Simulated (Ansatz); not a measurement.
# Si2Ge: the cost of one run

Computed with Ansatz 0.2.0 (DFT PBE, scalar-relativistic, plane waves, PAW, unless a step's input says otherwise).

### 1 The system as given

Symmetry: P-4n2, No. 118, tetragonal system. The conventional cell has a = 4.911 Å, b = 4.911 Å, c = 4.897 Å, α = 90.00°, β = 90.00°, γ = 90.00°. Around Si (site symmetry 2) lie 1 Si at 2.15 Å and 2 Ge at 2.22 Å. Around Ge (site symmetry -4) lie 4 Si at 2.22 Å.

Coordinates:

```
Si Ge
1.0
     4.91123    0.00000    0.00000
     0.00000    4.91123    0.00000
     0.00000    0.00000    4.89673
Si Ge
4 2
Cartesian
  0.7607 1.6949 1.2242
  4.1505 3.2163 1.2242
  1.6949 4.1505 3.6725
  3.2163 0.7607 3.6725
  2.4556 2.4556 0.0000
  0.0000 0.0000 2.4484
```

A structure generator made this guess: 3-, 4-connected net, elements by coordination (P-4n2, No. 118). Its size is a rough estimate.

### 2 A first look at the guess

Contents of input.yaml:

```yaml
crystal:
  lattice:
    - [4.91123244, 0.0, 0.0]
    - [0.0, 4.91123244, 0.0]
    - [0.0, 0.0, 4.89672784]
  atoms:
    - { symbol: Si, position: [0.15488861, 0.34511139, 0.25] }
    - { symbol: Si, position: [0.84511139, 0.65488861, 0.25] }
    - { symbol: Si, position: [0.34511139, 0.84511139, 0.75] }
    - { symbol: Si, position: [0.65488861, 0.15488861, 0.75] }
    - { symbol: Ge, position: [0.5, 0.5, 0.0] }
    - { symbol: Ge, position: [0.0, 0.0, 0.5] }
basis:
  ecutwfc: 420
kpoints:
  mp_grid: { grid: [4, 4, 4] }
hamiltonian:
  xc: pbe
scf:
  occupations: { method: gaussian, width: 0.1 }
  lower_state_search: "off"
output:
  forces: true
  stress: true
  eigenvalues: true
```

On the command line:

```sh
$ ansatz run input.yaml --threads 1 --pin off --max-ram 2560MiB --backend cpu --events-out ev --progress --plain --runs-dir out
```

Q: Estimate wall time and peak memory on 1 thread of Arm Neoverse V1, shared host.

About 6.5 s, with a peak of 0.32 GiB.
